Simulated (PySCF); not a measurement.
**A gas-phase reaction: ClFH2OSi + N2O → ClFH2O2Si + N2**

What reaction energy should one expect for `O[SiH](F)Cl` + `[N-]=[N+]=O` → `O[Si](O)(F)Cl` + `N#N`?

Computed with PySCF 2.14.0; each step states its level. No surroundings beyond the atoms listed, unless a continuum is named. Atoms count from 0, parts from 1.

## Step 1: The system as given

Each species was relaxed by itself at PBE0-D3(BJ)/def2-SVPD.

## Step 2: Energies of the species: wB97M-D3(BJ)/def2-TZVPD

What the job is given:

```
{"job": {"kind": "react", "xc": "wB97M-D3(BJ)", "basis": "def2-TZVPD"}, "charge": 0, "multiplicity": 1}
-1 ClFH2OSi charge 0 multiplicity 1
O     -0.827510     0.144420    -0.945620
Si     0.335420    -0.368120     0.091340
F      1.438850     0.795020     0.341220
Cl    -0.451140    -0.795290     1.943860
H     -1.436120     0.842040    -0.688930
H      0.996730    -1.540340    -0.498480

-1 N2O charge 0 multiplicity 1
N      1.145900     0.025500    -0.004540
N      0.021770    -0.012940    -0.000390
O     -1.154420    -0.053180     0.003950

+1 ClFH2O2Si charge 0 multiplicity 1
O      0.929360    -0.672690    -0.680730
Si    -0.175210     0.324250     0.006690
O     -1.661160    -0.333230    -0.141570
F      0.220540     0.553600     1.559740
Cl    -0.224830     2.177400    -0.842400
H      1.861160    -0.444700    -0.642120
H     -1.769420    -1.274040     0.018790

+1 N2 charge 0 multiplicity 1
N      0.506120    -0.112830    -0.179470
N     -0.506160     0.112820     0.179450
```

With the program's defaults for keys left out, this is: wB97M-D3(BJ)/def2-TZVPD reaction energy of separated species, gas phase.

Started as:

```sh
OMP_NUM_THREADS=1 python cluster_run.py task.json out
```

This one command runs all jobs of the session in turn.

The log of the run:

```text
species 1 (ClFH2OSi)
coarse grid: 28152 points
cycle   1  E = -926.2379919688  dE =  3.118e-01  |g| = 8.293e-01  |ddm| = 1.881e+00
cycle   2  E = -926.2311456646  dE =  6.846e-03  |g| = 9.380e-01  |ddm| = 9.446e-01
cycle   3  E = -926.3644461700  dE = -1.333e-01  |g| = 4.984e-02  |ddm| = 4.686e-01
cycle   4  E = -926.3649702057  dE = -5.240e-04  |g| = 2.267e-02  |ddm| = 6.615e-02
cycle   5  E = -926.3650786587  dE = -1.085e-04  |g| = 3.804e-03  |ddm| = 2.068e-02
cycle   6  E = -926.3650838408  dE = -5.182e-06  |g| = 6.955e-04  |ddm| = 7.046e-03
final grid: 57232 points
cycle   7  E = -926.3650916463  dE = -3.860e-07  |g| = 4.015e-04  |ddm| = 2.312e-03
cycle   8  E = -926.3650916759  dE = -2.957e-08  |g| = 3.848e-04  |ddm| = 6.646e-04
cycle   9  E = -926.3650917011  dE = -2.522e-08  |g| = 6.182e-05  |ddm| = 2.023e-04
cycle  10  E = -926.3650917032  dE = -2.098e-09  |g| = 2.811e-05  |ddm| = 1.224e-04
cycle  11  E = -926.3650917035  dE = -2.849e-10  |g| = 5.902e-06  |ddm| = 3.956e-05
converged SCF energy = -926.3650917035

species 2 (N2O)
coarse grid: 15424 points
cycle   1  E = -184.6618525184  dE =  6.982e-01  |g| = 8.261e-01  |ddm| = 1.717e+00
cycle   2  E = -184.5841228775  dE =  7.773e-02  |g| = 1.134e+00  |ddm| = 9.885e-01
cycle   3  E = -184.7852495798  dE = -2.011e-01  |g| = 1.175e-01  |ddm| = 4.952e-01
cycle   4  E = -184.7864125935  dE = -1.163e-03  |g| = 8.425e-02  |ddm| = 1.014e-01
cycle   5  E = -184.7877140150  dE = -1.301e-03  |g| = 1.003e-02  |ddm| = 4.527e-02
cycle   6  E = -184.7877343179  dE = -2.030e-05  |g| = 1.578e-03  |ddm| = 1.117e-02
cycle   7  E = -184.7877352096  dE = -8.917e-07  |g| = 4.463e-04  |ddm| = 4.009e-03
final grid: 33192 points
cycle   8  E = -184.7877165589  dE = -2.542e-08  |g| = 5.814e-04  |ddm| = 1.910e-03
cycle   9  E = -184.7877164141  dE =  1.447e-07  |g| = 1.087e-03  |ddm| = 7.538e-04
cycle  10  E = -184.7877166299  dE = -2.158e-07  |g| = 4.356e-05  |ddm| = 5.313e-04
cycle  11  E = -184.7877166305  dE = -5.371e-10  |g| = 2.674e-05  |ddm| = 9.320e-05
converged SCF energy = -184.7877166305

species 3 (ClFH2O2Si)
coarse grid: 33336 points
cycle   1  E = -1001.5296946742  dE =  5.851e-01  |g| = 9.882e-01  |ddm| = 2.170e+00
cycle   2  E = -1001.5332647274  dE = -3.570e-03  |g| = 1.060e+00  |ddm| = 1.202e+00
cycle   3  E = -1001.7030082445  dE = -1.697e-01  |g| = 4.871e-02  |ddm| = 5.799e-01
cycle   4  E = -1001.7035084029  dE = -5.002e-04  |g| = 2.044e-02  |ddm| = 6.071e-02
cycle   5  E = -1001.7035964380  dE = -8.804e-05  |g| = 5.199e-03  |ddm| = 1.946e-02
cycle   6  E = -1001.7036030771  dE = -6.639e-06  |g| = 1.095e-03  |ddm| = 6.659e-03
final grid: 68440 points
cycle   7  E = -1001.7035347346  dE = -2.905e-07  |g| = 1.122e-03  |ddm| = 3.186e-03
cycle   8  E = -1001.7035347017  dE =  3.294e-08  |g| = 1.291e-03  |ddm| = 1.172e-03
cycle   9  E = -1001.7035349450  dE = -2.434e-07  |g| = 5.867e-05  |ddm| = 5.549e-04
cycle  10  E = -1001.7035349465  dE = -1.527e-09  |g| = 2.845e-05  |ddm| = 8.279e-05
cycle  11  E = -1001.7035349469  dE = -3.547e-10  |g| = 5.046e-06  |ddm| = 5.032e-05
converged SCF energy = -1001.7035349469

species 4 (N2)
coarse grid: 10240 points
cycle   1  E = -109.6045717678  dE =  4.457e-02  |g| = 1.681e-01  |ddm| = 1.300e+00
cycle   2  E = -109.6103824524  dE = -5.811e-03  |g| = 7.387e-02  |ddm| = 1.523e-01
cycle   3  E = -109.6112828678  dE = -9.004e-04  |g| = 6.548e-03  |ddm| = 4.575e-02
cycle   4  E = -109.6112970516  dE = -1.418e-05  |g| = 1.069e-03  |ddm| = 1.769e-02
cycle   5  E = -109.6112975319  dE = -4.803e-07  |g| = 2.349e-04  |ddm| = 1.190e-03
final grid: 21984 points
cycle   6  E = -109.6112968658  dE = -3.438e-08  |g| = 7.836e-05  |ddm| = 5.593e-04
cycle   7  E = -109.6112968686  dE = -2.763e-09  |g| = 2.987e-05  |ddm| = 1.384e-04
cycle   8  E = -109.6112968689  dE = -2.759e-10  |g| = 8.366e-06  |ddm| = 5.192e-05
converged SCF energy = -109.6112968689

Reaction energy = -101.935 kcal/mol
```

Wall time 55 s (1 thread of Arm Neoverse N1, shared host); peak memory 0.79 GiB.

Species by species (with the dispersion term, which the log's SCF energies lack):

```tsv
ν	species	energy (Eh)	HOMO (eV)
-1	O[SiH](F)Cl	-926.37045	-12.00
-1	[N-]=[N+]=O	-184.78947	-12.17
+1	O[Si](O)(F)Cl	-1001.71032	-11.95
+1	N#N	-109.61204	-14.89
```

## Step 3: Energies of the species: PBE0-D3(BJ)/def2-TZVPD

Same as in step 2 but for these lines:

```diff
@@ -1,2 +1,2 @@
-{"job": {"kind": "react", "xc": "wB97M-D3(BJ)", "basis": "def2-TZVPD"}, "charge": 0, "multiplicity": 1}
+{"job": {"kind": "react", "xc": "PBE0", "basis": "def2-TZVPD", "disp": "d3bj"}, "charge": 0, "multiplicity": 1}
 -1 ClFH2OSi charge 0 multiplicity 1
```

With the program's defaults for keys left out, this is: PBE0-D3(BJ)/def2-TZVPD reaction energy of separated species, gas phase.

The log of the run:

```text
species 1 (ClFH2OSi)
coarse grid: 6664 points
cycle   1  E = -925.6654560940  dE =  3.540e-01  |g| = 8.594e-01  |ddm| = 1.962e+00
cycle   2  E = -925.4822103002  dE =  1.832e-01  |g| = 1.356e+00  |ddm| = 1.179e+00
cycle   3  E = -925.7886572114  dE = -3.064e-01  |g| = 7.655e-02  |ddm| = 7.470e-01
cycle   4  E = -925.7897178069  dE = -1.061e-03  |g| = 4.016e-02  |ddm| = 9.064e-02
cycle   5  E = -925.7900091188  dE = -2.913e-04  |g| = 9.335e-03  |ddm| = 3.020e-02
cycle   6  E = -925.7900217940  dE = -1.268e-05  |g| = 4.018e-03  |ddm| = 6.795e-03
cycle   7  E = -925.7900241537  dE = -2.360e-06  |g| = 7.654e-04  |ddm| = 2.190e-03
final grid: 57232 points
cycle   8  E = -925.7933312111  dE = -2.941e-05  |g| = 4.971e-03  |ddm| = 2.030e-02
cycle   9  E = -925.7933266247  dE =  4.586e-06  |g| = 6.899e-03  |ddm| = 6.260e-03
cycle  10  E = -925.7933348398  dE = -8.215e-06  |g| = 7.568e-04  |ddm| = 3.936e-03
cycle  11  E = -925.7933349206  dE = -8.081e-08  |g| = 1.867e-04  |ddm| = 4.936e-04
cycle  12  E = -925.7933349287  dE = -8.019e-09  |g| = 4.672e-05  |ddm| = 1.793e-04
cycle  13  E = -925.7933349291  dE = -4.306e-10  |g| = 1.555e-05  |ddm| = 2.906e-05
converged SCF energy = -925.7933349291

species 2 (N2O)
coarse grid: 3216 points
cycle   1  E = -184.4535077363  dE =  7.159e-01  |g| = 7.390e-01  |ddm| = 1.711e+00
cycle   2  E = -184.1503956594  dE =  3.031e-01  |g| = 1.537e+00  |ddm| = 1.024e+00
cycle   3  E = -184.5235015090  dE = -3.731e-01  |g| = 3.651e-01  |ddm| = 7.202e-01
cycle   4  E = -184.5487603708  dE = -2.526e-02  |g| = 9.414e-02  |ddm| = 2.243e-01
cycle   5  E = -184.5504074936  dE = -1.647e-03  |g| = 6.997e-03  |ddm| = 4.642e-02
cycle   6  E = -184.5504146097  dE = -7.116e-06  |g| = 2.067e-03  |ddm| = 4.689e-03
final grid: 33192 points
cycle   7  E = -184.5460659537  dE =  2.298e-05  |g| = 1.445e-02  |ddm| = 4.955e-02
cycle   8  E = -184.5457686696  dE =  2.973e-04  |g| = 4.142e-02  |ddm| = 2.674e-02
cycle   9  E = -184.5461038393  dE = -3.352e-04  |g| = 2.927e-03  |ddm| = 2.055e-02
cycle  10  E = -184.5461053556  dE = -1.516e-06  |g| = 4.845e-04  |ddm| = 1.403e-03
cycle  11  E = -184.5461053931  dE = -3.743e-08  |g| = 8.090e-05  |ddm| = 2.519e-04
cycle  12  E = -184.5461053945  dE = -1.421e-09  |g| = 1.162e-05  |ddm| = 7.097e-05
cycle  13  E = -184.5461053945  dE = -2.842e-11  |g| = 5.812e-07  |ddm| = 7.518e-06
converged SCF energy = -184.5461053945

species 3 (ClFH2O2Si)
coarse grid: 7752 points
cycle   1  E = -1000.8487090032  dE =  6.341e-01  |g| = 1.055e+00  |ddm| = 2.261e+00
cycle   2  E = -1000.6249978781  dE =  2.237e-01  |g| = 1.565e+00  |ddm| = 1.555e+00
cycle   3  E = -1001.0322638131  dE = -4.073e-01  |g| = 7.893e-02  |ddm| = 9.692e-01
cycle   4  E = -1001.0333391238  dE = -1.075e-03  |g| = 4.351e-02  |ddm| = 8.933e-02
cycle   5  E = -1001.0336373084  dE = -2.982e-04  |g| = 1.098e-02  |ddm| = 2.985e-02
cycle   6  E = -1001.0336554705  dE = -1.816e-05  |g| = 3.391e-03  |ddm| = 7.721e-03
cycle   7  E = -1001.0336570730  dE = -1.602e-06  |g| = 6.737e-04  |ddm| = 2.144e-03
final grid: 68440 points
cycle   8  E = -1001.0364220606  dE = -3.444e-05  |g| = 6.462e-03  |ddm| = 2.934e-02
cycle   9  E = -1001.0364142432  dE =  7.817e-06  |g| = 9.179e-03  |ddm| = 8.389e-03
cycle  10  E = -1001.0364282969  dE = -1.405e-05  |g| = 7.433e-04  |ddm| = 5.109e-03
cycle  11  E = -1001.0364283724  dE = -7.550e-08  |g| = 2.154e-04  |ddm| = 5.429e-04
cycle  12  E = -1001.0364283806  dE = -8.226e-09  |g| = 7.268e-05  |ddm| = 1.748e-04
cycle  13  E = -1001.0364283814  dE = -7.694e-10  |g| = 1.383e-05  |ddm| = 3.750e-05
converged SCF energy = -1001.0364283814

species 4 (N2)
coarse grid: 2128 points
cycle   1  E = -109.4495282014  dE =  1.300e-01  |g| = 1.031e-01  |ddm| = 1.274e+00
cycle   2  E = -109.4509627391  dE = -1.435e-03  |g| = 4.738e-02  |ddm| = 1.016e-01
cycle   3  E = -109.4513857378  dE = -4.230e-04  |g| = 9.132e-03  |ddm| = 3.530e-02
cycle   4  E = -109.4514024151  dE = -1.668e-05  |g| = 5.128e-04  |ddm| = 5.399e-03
cycle   5  E = -109.4514024623  dE = -4.723e-08  |g| = 7.832e-05  |ddm| = 4.396e-04
final grid: 21984 points
cycle   6  E = -109.4466155932  dE = -6.422e-06  |g| = 2.494e-03  |ddm| = 5.292e-02
cycle   7  E = -109.4466162273  dE = -6.341e-07  |g| = 1.563e-03  |ddm| = 2.597e-03
cycle   8  E = -109.4466167133  dE = -4.861e-07  |g| = 4.531e-05  |ddm| = 9.670e-04
cycle   9  E = -109.4466167137  dE = -4.013e-10  |g| = 4.979e-06  |ddm| = 4.986e-05
converged SCF energy = -109.4466167137

Reaction energy = -90.423 kcal/mol
```

Run time: 29 s. Hardware: 1 thread of Arm Neoverse N1, shared host; peak memory 0.63 GiB.

Reaction energy at this level: -90.42 kcal/mol.

## Step 4: Comparing the runs

Energies in kcal/mol, with wall time:

```tsv
run	reaction	time
wB97M-D3(BJ)/def2-TZVPD	-101.9	55 s
PBE0-D3(BJ)/def2-TZVPD	-90.42	29 s
```

## Step 5: Results

```
                                                quantity                      value
               reaction energy (wB97M-D3(BJ)/def2-TZVPD)            -101.9 kcal/mol
                     ΔH, ΔG at 298 K (xTB thermal terms)    -101.7, -101.5 kcal/mol
range of the reaction energy over the runs of this table  -101.9 to -90.42 kcal/mol
```

**Reading.** The reaction is exothermic by 101.7 kcal/mol in the gas phase; dispersion gives -0.26, and xTB itself gave -15.71 for the electronic energy (xTB energies and thermal terms come from the earlier relaxation of each species, not shown). No barrier was sought. xTB and this level differ widely in the electronic energy, so what comes from xTB (the thermal terms above all) is less safe here. The reaction energy runs from -101.9 (wB97M-D3(BJ)/def2-TZVPD) to -90.42 kcal/mol (PBE0-D3(BJ)/def2-TZVPD).
